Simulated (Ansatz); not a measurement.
**HfHO+ (triplet): from Hartree-Fock to the top rungs, def2-QZVPP**

The task here is to estimate one member of a computed series from the others.

Method: def2-QZVPP, core rule «outside noble gas», up to 5 orbitals frozen; program: Ansatz 0.2.0, Gaussian basis.

The runs, in order: UHF; ROHF; CCSD(T) on UHF.

### The system

The geometry is a PBE0/def2-TZVP stationary point (not a proven minimum) of the parent state, kept for this charge and spin. No spin-orbit coupling is included. Elements past krypton take def2 core potentials.

3 atoms, charge 1, spin multiplicity 3.

Atoms are counted from 1 here; the program's logs count them from 0.

Bond lengths: Hf1–O2 1.843 Å, Hf1–H3 1.954 Å. Angles: O2–Hf1–H3 153.5°.

Geometry (Å):

```xyz
3
HHfO
Hf    0.00000   -0.01306    0.14126
O     0.00000    0.09831   -1.69805
H     0.00000    0.75146    1.93941
```

The first run:

in.yaml reads:

```yaml
crystal:
  periodic: [false, false, false]
  atoms:
    - {symbol: Hf, position_ang: [0.000000, -0.013056, 0.141257]}
    - {symbol: O, position_ang: [0.000000, 0.098311, -1.698045]}
    - {symbol: H, position_ang: [0.000000, 0.751458, 1.939409]}
basis:
  gaussian: {orbitals: "def2-QZVPP.json"}
total_charge: 1
magnetization: {spin_polarized: true, initial_magnetization: 2}
hamiltonian: {xc: hf}
output: {orbitals: {seedname: orbitals}}
```

Command:

```console
$ ansatz run in.yaml --threads 1 --pin off --events-out ev --progress --plain --max-ram 4096MiB --backend cpu
```

Steps of the session up to this table: UHF; ROHF; CCSD(T) on UHF.

One table of the session follows, with a row left open; its other results are not shown here.

```
  method  from UCCSD(T) (meV)
    ROHF                    ?
     UHF              +8782.2
    UMP2              +1180.5
   UCCSD               +460.8
UCCSD(T)                    0
```

Estimate the missing values for ROHF.

As computed: from UCCSD(T) (meV): +8969.7. In the column «from UCCSD(T) (meV)» it is the highest.
